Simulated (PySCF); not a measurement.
# PrO(OH): other functionals and bases at one geometry

An exercise on one series of results from a longer session: the logs are not shown, and one member is left open.

Program: PySCF 2.14.0. Level of theory: several levels, as the steps say, no spin–orbit coupling. These are calculated values, not measurements.

1 further run of the same task is left out (for a known fault of the program).

**Starting geometry**

4 atoms, charge 0, spin multiplicity 1.

Bond lengths: Pr1–O2 1.889 Å, Pr1–O3 2.146 Å, Pr1–H4 2.945 Å, O3–H4 0.961 Å. Angles: O2–Pr1–O3 109.7°, O2–Pr1–H4 97.5°, O3–Pr1–H4 12.2°, Pr1–O3–H4 139.7°, Pr1–H4–O3 28.1°.

Geometry (Å):

```
Pr    0.0030   -0.0419   -0.4687
O     1.2691    0.0310    0.9318
O    -1.9814    0.0225    0.3465
H    -2.4218    0.0769    1.1986
```

Formal oxidation states: Pr +3. Each metal's 2 4f electrons lie in its core potential, so multiplicities, spins and levels count the valence alone. An earlier session relaxed this geometry at PBE0, Pr lcecp-1-SVP with ECP48, O def2-SVP, H def2-SVP (singlet, point group Cs).

At PBE0 on the finer grid: E = -183.713566 Eh, HOMO -6.22 eV, LUMO -1.70 eV, Mulliken charge on Pr1 +0.82 e, largest force component 0.008 eV/Å. 

Levels to run: B3LYP; BLYP; PBE0, TZVP. Hardware: 2 threads of Arm Neoverse V1, shared host.

The first run:

run.py (the lines that set the calculation) reads:

```python
mol = gto.M(atom='''
Pr     0.00302    -0.04186    -0.46868
O      1.26905     0.03101     0.93185
O     -1.98137     0.02249     0.34649
H     -2.42179     0.07686     1.19855''',
    basis={'Pr': 'lcecp-1-SVP', 'O': 'def2-SVP', 'H': 'def2-SVP'},
    ecp={'Pr': 'lcecp-1-SVP'},
    charge=0, spin=0)
mf = dft.RKS(mol, xc='B3LYP')
mf.grids.atom_grid = (75, 302)  # f atoms: unpruned, at least (60, 302)
mf = mf.density_fit()  # fitting sets: Pr AutoAux, O def2-universal-JKFIT, H def2-universal-JKFIT
mf.conv_tol = 1e-08; mf.max_cycle = 55
mf.kernel(dm0)  # dm0: the density of the relaxed state
```

The run is started by

```bash
$ OMP_NUM_THREADS=2 python run.py
```

Among the steps run: B3LYP; BLYP; PBE0, TZVP.

One table of the session follows, with a row left open; its other results are not shown here.

| level | HOMO (eV) | gap (eV) | charge on Pr1 (e) | dipole (D) | largest force component (eV/Å) |
| --- | --- | --- | --- | --- | --- |
| PBE0 (relaxed here) | -6.22 | 4.52 | 0.82 | 5.99 | 0.01 |
| B3LYP | -5.98 | 3.98 | 0.78 | 5.91 | 0.55 |
| BLYP | ? | ? | ? | ? | ? |
| PBE0, TZVP | -6.23 | 4.52 | 1.23 | 6.27 | 0.27 |

**Question.** Estimate the row for BLYP.

**Answer.** HOMO (eV): -4.74; gap (eV): 2.41; charge on Pr1 (e): 0.64; dipole (D): 5.44; largest force component (eV/Å): 1.25. In the column «HOMO (eV)» it is the highest.

In one basis the HOMO–LUMO gap runs from 2.41 eV (BLYP) to 4.52 eV (PBE0). The largest leftover force, 1.25 eV/Å with BLYP, stands at a geometry relaxed at another level. With 4f in the core, its levels are missing from HOMO and gap, and its count is fixed, so no charge can pass from the ligands into it. Total energies of different levels can't be compared.
